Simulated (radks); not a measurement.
**Cu⁴⁺ in [Ne] 3s1.5 3p6 3d7.5: an all-electron calculation**

One table from this session's results is given with a row withheld; the runs are named, their logs left out.

The numbers are computed with radks (a radial shooting solver on a logarithmic mesh, Libxc functionals) version 1 (non-relativistic Kohn-Sham, PBE, spin-polarised, spherical densities, point nucleus; open shells are filled with parallel spins first), except any that are marked as measured or tabulated.

## What is computed

| Item | Value |
| --- | --- |
| element | copper (Z = 29) |
| charge | +4 |
| electrons | 25 |
| configuration | [Ne] 3s1.5 3p6 3d7.5 |

The first run:

Settings of this run:

```text
Z 29
configuration [Ne] 3s1.5 3p6 3d7.5 4s0 4p0 4d0 4f0
relativity non-relativistic
functional pbe,pbe
spin polarised
nucleus point
```

One of the session's tables, all rows but one given; the rest of the session is left out.

It belongs to the step «Orbitals and density». Sizes of the orbitals, from the radial functions (bohr):

```
  level      <r>  outermost maximum (interpolated)  90 % within  nodes
  1s up  0.05290                            0.0349       0.0942      0
1s down  0.05290                            0.0349       0.0942      0
  2s up   0.2387                             0.200        0.369      1
2s down        ?                                 ?            ?      ?
  2p up   0.2079                             0.160        0.340      0
2p down   0.2076                             0.159        0.339      0
  3s up   0.7069                             0.617         1.05      2
3s down   0.7097                             0.618         1.06      2
  3p up   0.7272                             0.616         1.11      1
3p down   0.7316                             0.618         1.12      1
  3d up   0.7942                             0.574         1.32      0
3d down   0.8097                             0.578         1.35      0
  4s up    1.910                              1.73         2.76      3
4s down    1.934                              1.75         2.79      3
  4p up    2.127                              1.92         3.09      2
4p down    2.157                              1.94         3.14      2
```

Estimate the missing values for 2s down.

As computed: <r>: 0.2385; outermost maximum (interpolated): 0.200; 90 % within: 0.369; nodes: 1. In the column «<r>» it lies between 2p up (0.2079) and 2s up (0.2387).
